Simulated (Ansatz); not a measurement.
# Sn (hcp type): a relaxation

The task is a relaxation on Sn (hcp type). The structure is shown as the input types it.

Method: DFT, PBEsol, PAW with Ansatz's default frozen-core files, scalar-relativistic, in Ansatz 0.2.0.

## 1. The structure to begin with

It takes space group P6_3/mmc (No. 194, hexagonal). The conventional cell has a = 3.418 Å, b = 3.418 Å, c = 5.536 Å, α = 90.00°, β = 90.00°, γ = 120.00°. Sn (site symmetry -6m2) is surrounded by 12 Sn at 3.40 to 3.42 Å.

Coordinates:

```cif
data_structure
_symmetry_space_group_name_H-M 'P6_3/mmc'
_symmetry_Int_Tables_number 194
_cell_length_a 3.4175
_cell_length_b 3.4175
_cell_length_c 5.5364
_cell_angle_alpha 90.000
_cell_angle_beta 90.000
_cell_angle_gamma 120.000
_cell_volume 56.00
loop_
_atom_site_label
_atom_site_type_symbol
_atom_site_symmetry_multiplicity
_atom_site_Wyckoff_symbol
_atom_site_fract_x
_atom_site_fract_y
_atom_site_fract_z
_atom_site_occupancy
Sn1 Sn 2 c 0.33333 0.66667 0.25000 1
```

## 2. The run

input.yaml

```yaml
crystal:
  lattice:
    - [3.4175440961, 0.0, 0.0]
    - [-1.7087720481, 2.9596800058, 0.0]
    - [0.0, 0.0, 5.5364214357]
  atoms:
    - { symbol: Sn, position: [0.3333333333, 0.6666666667, 0.25] }
    - { symbol: Sn, position: [0.6666666667, 0.3333333333, 0.75] }
kpoints:
  mp_grid: { grid: [13, 13, 7] }
scf:
  occupations: { method: fermi_dirac, width: 0.1 }
  mixing: { algorithm: anderson, beta: 1.0, ndim: 1, preconditioner: none }
  max_iter: 60
hamiltonian:
  xc: pbesol
  pseudopotentials: { kind: paw }
output:
  forces: true
  stress: true
relax:
  f_tol: 0.005
  max_steps: 40
  cell: {}
```

The run is started by

```sh
ansatz run input.yaml --threads 1 --pin off --max-ram 2048MiB --backend cpu --events-out ev --progress --plain --runs-dir out
```

Q: Will this input give a usable result? If not, why, and what should change?

The run converged and reported no error. Convergence says nothing about whether the input makes sense.

The suspect setting: scf.mixing.algorithm is anderson; scf.mixing.beta is 1.0; scf.mixing.ndim is 1; scf.mixing.preconditioner is none. What could go wrong: mixing too aggressive. Here it converged all the same; such a setting changes the road, not the converged state. Several mixing settings were changed at once, so this run can't tell how much each is to blame.

Run again and compare: delete scf.mixing.algorithm, scf.mixing.beta, scf.mixing.ndim and scf.mixing.preconditioner (the default then holds).
